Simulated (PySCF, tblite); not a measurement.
# C₃H₁₁AsBN: a rotation path, then NMR shifts on frames, part 2 of 2

tblite 0.8.0 and PySCF 2.14.0. Atoms count from 0. The steps go on from the part before.

**5. Nuclear shieldings: image 4, PBE0/pcSseg-1**

The job: settings as JSON, then the geometry in Å.

```
{"job": {"kind": "nmr", "xc": "PBE0", "basis": "pcSseg-1", "pop": false}, "charge": 0, "multiplicity": 1}
C     -2.111900     0.226600    -0.311700
C     -0.699600     0.657200     0.063300
N      0.369300    -0.310300    -0.188300
C     -0.033500    -1.610500    -0.682200
B      1.690200     0.004600     0.067700
As     2.293100     1.818700     0.728200
H     -2.193900     0.000900    -1.372200
H     -2.791400     1.044000    -0.086100
H     -2.432400    -0.641600     0.258300
H     -0.462700     1.580100    -0.485900
H     -0.691800     0.913500     1.132900
H      0.854000    -2.222800    -0.819000
H     -0.544800    -1.530400    -1.644600
H     -0.695200    -2.119700     0.023400
H      2.493200    -0.822600    -0.172100
H      1.481500     1.764800     1.998100
H      3.469000     1.259400     1.480300
```

Method: GIAO PBE0/pcSseg-1 NMR shielding, non-relativistic, gas phase.

Output:

```text
coarse grid: 60368 points
cycle   1  E = -2435.6120117252  dE = -3.920e-01  |g| = 7.280e-01  |ddm| = 3.547e+00
cycle   2  E = -2435.6196940539  dE = -7.682e-03  |g| = 5.276e-01  |ddm| = 6.749e-01
cycle   3  E = -2435.6514269855  dE = -3.173e-02  |g| = 1.088e-01  |ddm| = 4.350e-01
cycle   4  E = -2435.6535565842  dE = -2.130e-03  |g| = 4.096e-02  |ddm| = 1.369e-01
cycle   5  E = -2435.6539215604  dE = -3.650e-04  |g| = 9.415e-03  |ddm| = 3.398e-02
cycle   6  E = -2435.6539425974  dE = -2.104e-05  |g| = 1.113e-03  |ddm| = 1.023e-02
cycle   7  E = -2435.6539429915  dE = -3.941e-07  |g| = 5.326e-04  |ddm| = 2.089e-03
final grid: 127992 points
cycle   8  E = -2435.6539464722  dE = -5.247e-08  |g| = 6.423e-04  |ddm| = 2.290e-03
cycle   9  E = -2435.6539464052  dE =  6.698e-08  |g| = 8.378e-04  |ddm| = 1.319e-03
cycle  10  E = -2435.6539465782  dE = -1.730e-07  |g| = 1.005e-04  |ddm| = 7.204e-04
cycle  11  E = -2435.6539465805  dE = -2.294e-09  |g| = 1.447e-05  |ddm| = 8.389e-05
cycle  12  E = -2435.6539465806  dE = -4.684e-11  |g| = 3.608e-06  |ddm| = 1.593e-05
converged SCF energy = -2435.6539465806

GIAO shielding tensors (ppm)
atom      isotropic    diamagn.    paramagn.     s11        s22        s33       span
  0 C      172.937     247.482     -74.545    162.744    173.122    182.946     20.202
  1 C      138.831     247.372    -108.541    115.862    133.564    167.066     51.204
  2 N      120.833     324.644    -203.810    -23.289    178.074    207.716    231.005
  3 C      143.480     245.164    -101.684    118.064    131.329    181.047     62.983
  4 B       53.134     195.328    -142.194      3.680     51.088    104.633    100.953
  5 As    1901.879    2878.646    -976.767   1789.663   1918.934   1997.039    207.376
  6 H       30.170      30.041       0.129     25.984     28.516     36.012     10.028
  7 H       30.565      28.221       2.344     25.827     28.189     37.680     11.853
  8 H       30.169      30.258      -0.089     25.928     28.653     35.925      9.998
  9 H       28.304      32.067      -3.764     22.241     31.025     31.645      9.404
 10 H       28.140      32.709      -4.568     22.128     30.574     31.718      9.589
 11 H       28.422      29.758      -1.336     24.343     27.890     33.032      8.688
 12 H       28.433      29.996      -1.563     23.907     26.982     34.409     10.503
 13 H       28.485      30.208      -1.724     24.241     26.667     34.546     10.305
 14 H       25.646      31.801      -6.155     23.192     23.911     29.834      6.641
 15 H       29.611      30.753      -1.142     21.874     26.119     40.840     18.966
 16 H       29.547      29.669      -0.122     22.309     23.922     42.410     20.101
```

It took 24 s on 1 thread of Arm Neoverse V1, shared host; peak memory 1 GiB.

In short: δ C1 48.1, C3 43.4, C0 14.0, N2 146.9, H14 6.07, H10 3.58 ppm.

**6. Nuclear shieldings: image 6, PBE0/pcSseg-1**

The job: settings as JSON, then the geometry in Å.

```
{"job": {"kind": "nmr", "xc": "PBE0", "basis": "pcSseg-1", "pop": false}, "charge": 0, "multiplicity": 1}
C     -2.057000     0.198000     0.060900
C     -0.668500     0.717000    -0.303800
N      0.384000    -0.286000    -0.281400
C      0.018800    -1.520100    -0.948400
B      1.658700    -0.050800     0.198100
As     2.267100     1.706800     0.997400
H     -2.433300    -0.486800    -0.695500
H     -2.742200     1.038500     0.126000
H     -2.044500    -0.310000     1.022400
H     -0.717300     1.168300    -1.305600
H     -0.395500     1.506000     0.404800
H      0.894000    -2.159200    -1.030600
H     -0.361500    -1.313100    -1.953200
H     -0.748600    -2.062200    -0.389900
H      2.450500    -0.910900     0.047200
H      1.241900     1.716100     2.104300
H      3.246400     1.060600     1.937400
```

Level: GIAO PBE0/pcSseg-1 NMR shielding, non-relativistic, gas phase.

Output:

```text
coarse grid: 60368 points
cycle   1  E = -2435.6164547336  dE = -3.909e-01  |g| = 7.269e-01  |ddm| = 3.517e+00
cycle   2  E = -2435.6237072999  dE = -7.253e-03  |g| = 5.284e-01  |ddm| = 6.649e-01
cycle   3  E = -2435.6555290529  dE = -3.182e-02  |g| = 1.113e-01  |ddm| = 4.325e-01
cycle   4  E = -2435.6577491197  dE = -2.220e-03  |g| = 4.310e-02  |ddm| = 1.392e-01
cycle   5  E = -2435.6581511927  dE = -4.021e-04  |g| = 9.126e-03  |ddm| = 3.487e-02
cycle   6  E = -2435.6581711795  dE = -1.999e-05  |g| = 1.134e-03  |ddm| = 1.034e-02
cycle   7  E = -2435.6581716019  dE = -4.223e-07  |g| = 4.812e-04  |ddm| = 2.085e-03
final grid: 127992 points
cycle   8  E = -2435.6582102327  dE = -9.914e-08  |g| = 5.877e-04  |ddm| = 2.765e-03
cycle   9  E = -2435.6582101894  dE =  4.325e-08  |g| = 7.406e-04  |ddm| = 1.242e-03
cycle  10  E = -2435.6582103240  dE = -1.346e-07  |g| = 9.085e-05  |ddm| = 6.571e-04
cycle  11  E = -2435.6582103259  dE = -1.929e-09  |g| = 1.751e-05  |ddm| = 8.313e-05
cycle  12  E = -2435.6582103260  dE = -6.776e-11  |g| = 4.571e-06  |ddm| = 1.813e-05
converged SCF energy = -2435.6582103260

GIAO shielding tensors (ppm)
atom      isotropic    diamagn.    paramagn.     s11        s22        s33       span
  0 C      170.658     248.683     -78.025    158.539    169.184    184.251     25.712
  1 C      136.277     246.739    -110.462    114.861    128.524    165.445     50.584
  2 N      113.078     323.853    -210.776    -30.606    158.576    211.263    241.869
  3 C      141.685     246.015    -104.330    117.423    127.242    180.389     62.965
  4 B       53.739     194.922    -141.183      8.166     50.621    102.431     94.265
  5 As    1903.241    2878.690    -975.449   1775.478   1936.350   1997.893    222.415
  6 H       30.164      30.325      -0.162     25.736     29.321     35.434      9.699
  7 H       30.587      28.901       1.686     26.218     28.009     37.536     11.318
  8 H       30.700      30.825      -0.125     27.129     28.516     36.455      9.327
  9 H       28.489      30.965      -2.476     23.564     28.383     33.521      9.956
 10 H       28.115      33.100      -4.985     21.095     28.658     34.594     13.499
 11 H       28.300      29.844      -1.543     24.287     27.594     33.019      8.732
 12 H       28.953      29.746      -0.793     25.442     26.106     35.310      9.868
 13 H       28.443      30.409      -1.966     23.978     27.343     34.009     10.031
 14 H       25.810      31.725      -5.915     23.486     23.981     29.963      6.477
 15 H       29.461      30.900      -1.439     21.657     26.243     40.483     18.826
 16 H       29.567      29.720      -0.153     22.378     23.927     42.396     20.018
```

It took 24 s on 1 thread of Arm Neoverse V1, shared host; peak memory 0.9 GiB.

This run: δ C1 50.6, C3 45.2, C0 16.3, N2 154.7, H14 5.91, H10 3.60 ppm.

**7. Nuclear shieldings: image 8, PBE0/pcSseg-1**

The job: settings as JSON, then the geometry in Å.

```
{"job": {"kind": "nmr", "xc": "PBE0", "basis": "pcSseg-1", "pop": false}, "charge": 0, "multiplicity": 1}
C     -1.804500     0.380000     0.432700
C     -0.689800     0.664300    -0.572500
N      0.390900    -0.301500    -0.493800
C      0.111500    -1.509100    -1.242400
B      1.545500    -0.109600     0.239800
As     1.935300     1.621600     1.220700
H     -2.248400    -0.597900     0.260900
H     -2.584100     1.132300     0.346400
H     -1.403900     0.406200     1.444400
H     -1.101200     0.662400    -1.588900
H     -0.281600     1.662100    -0.371400
H      0.943400    -2.202000    -1.150200
H     -0.033800    -1.275000    -2.302100
H     -0.792800    -2.000500    -0.873800
H      2.346600    -0.973300     0.214400
H      0.803300     1.469400     2.204400
H      2.856700     0.982600     2.221600
```

Method: GIAO PBE0/pcSseg-1 NMR shielding, non-relativistic, gas phase.

Output:

```text
coarse grid: 60368 points
cycle   1  E = -2435.6183098124  dE = -3.903e-01  |g| = 7.291e-01  |ddm| = 3.531e+00
cycle   2  E = -2435.6243913697  dE = -6.082e-03  |g| = 5.354e-01  |ddm| = 6.776e-01
cycle   3  E = -2435.6577058727  dE = -3.331e-02  |g| = 1.136e-01  |ddm| = 4.438e-01
cycle   4  E = -2435.6600833191  dE = -2.377e-03  |g| = 4.375e-02  |ddm| = 1.386e-01
cycle   5  E = -2435.6604938043  dE = -4.105e-04  |g| = 9.235e-03  |ddm| = 3.485e-02
cycle   6  E = -2435.6605142026  dE = -2.040e-05  |g| = 1.256e-03  |ddm| = 1.017e-02
cycle   7  E = -2435.6605146995  dE = -4.969e-07  |g| = 4.842e-04  |ddm| = 2.024e-03
final grid: 127992 points
cycle   8  E = -2435.6604028505  dE = -1.661e-07  |g| = 5.619e-04  |ddm| = 2.564e-03
cycle   9  E = -2435.6604027930  dE =  5.755e-08  |g| = 7.491e-04  |ddm| = 1.075e-03
cycle  10  E = -2435.6604029339  dE = -1.410e-07  |g| = 1.033e-04  |ddm| = 6.013e-04
cycle  11  E = -2435.6604029363  dE = -2.351e-09  |g| = 1.601e-05  |ddm| = 8.311e-05
cycle  12  E = -2435.6604029363  dE = -5.184e-11  |g| = 5.491e-06  |ddm| = 2.028e-05
converged SCF energy = -2435.6604029363

GIAO shielding tensors (ppm)
atom      isotropic    diamagn.    paramagn.     s11        s22        s33       span
  0 C      171.397     248.671     -77.273    149.909    178.373    185.910     36.000
  1 C      133.957     247.624    -113.667    114.225    120.682    166.965     52.741
  2 N      106.472     324.696    -218.223    -36.779    143.844    212.352    249.131
  3 C      140.077     245.332    -105.255    104.778    130.062    185.391     80.613
  4 B       54.355     195.647    -141.292      9.038     49.446    104.580     95.542
  5 As    1914.515    2879.121    -964.606   1789.552   1946.334   2007.660    218.108
  6 H       30.146      30.761      -0.615     25.430     29.325     35.683     10.253
  7 H       30.819      29.323       1.496     26.892     27.342     38.223     11.331
  8 H       30.483      31.524      -1.041     25.227     30.986     35.238     10.011
  9 H       28.869      31.415      -2.546     24.981     27.944     33.681      8.699
 10 H       28.166      32.311      -4.146     23.661     29.409     31.428      7.767
 11 H       28.310      29.596      -1.286     24.248     27.351     33.331      9.083
 12 H       28.814      29.063      -0.249     24.918     26.278     35.246     10.327
 13 H       28.328      30.215      -1.887     23.736     27.195     34.053     10.318
 14 H       25.789      31.793      -6.005     23.585     24.049     29.734      6.149
 15 H       29.549      31.089      -1.540     21.276     26.583     40.787     19.510
 16 H       29.578      29.928      -0.351     22.412     23.840     42.481     20.068
```

Wall time 24 s (1 thread of Arm Neoverse V1, shared host); peak memory 0.84 GiB.

This run: δ C1 53.0, C3 46.8, C0 15.5, N2 161.3, H14 5.93, H10 3.55 ppm.

**8. Comparing the runs: NMR shifts**

Shifts (ppm) of some atoms, chosen among heavy atoms and hydrogens apart, with basis size and wall time:

| frame | C1 | C3 | C0 | H9 | H10 | N2 | As5 | functions | time |
| --- | --- | --- | --- | --- | --- | --- | --- | --- | --- |
| image 0 | 51.8 | 48.1 | 17.1 | 3.68 | 2.72 | 160.2 | 88 | 181 | 26 s |
| image 2 | 52.1 | 45.0 | 16.7 | 3.47 | 3.14 | 157.3 | 81 | 181 | 25 s |
| image 4 | 48.1 | 43.4 | 14.0 | 3.41 | 3.58 | 146.9 | 87 | 181 | 24 s |
| image 6 | 50.6 | 45.2 | 16.3 | 3.23 | 3.60 | 154.7 | 85 | 181 | 24 s |
| image 8 | 53.0 | 46.8 | 15.5 | 2.85 | 3.55 | 161.3 | 74 | 181 | 24 s |

**9. Outcome**

What follows sums up all 2 parts.

```
                                            quantity                                                                 value
                                             barrier                                    0.180 eV (4.1 kcal/mol) at image 4
                               end to end (GFN2-xTB)                                                              0.010 eV
     13C shifts against TMS (PBE0/pcSseg-1, image 0)                                                  51.8, 48.1, 17.1 ppm
      1H shifts against TMS (PBE0/pcSseg-1, image 0)  5.97, 3.68, 3.37, 3.35, 3.01, 2.72, 2.32, 2.18, 1.46, 1.38, 0.91 ppm
     15N shifts against NH3 (PBE0/pcSseg-1, image 0)                                                             160.2 ppm
11B shifts against BF3·OEt2 (PBE0/pcSseg-1, image 0)                                                              46.4 ppm
   75As shifts against AsH3 (PBE0/pcSseg-1, image 0)                                                                88 ppm
                            range of the shift of N2                                                    146.9 to 161.3 ppm
```

**Reading.** Along the band the dihedral turns by 179°, and the top (dihedral 177°) lies 4.1 kcal/mol above the start (GFN2-xTB, rough), so at room temperature this motion is fast. Ends this close can change order at a higher level. The top was not checked by a frequency run. Shifts at one fixed geometry are not the observed spectrum, which averages over the motion. In the first frame run (image 0): The largest span, 247 ppm, is at N2, where the paramagnetic term is -217 ppm. In ppm, N2 moves most: its shift spreads over 14.4 ppm, from 146.9 (image 4) to 161.3 (image 8). Spin-orbit coupling is left out, which matters for shieldings and couplings at and beside the heavy atoms.
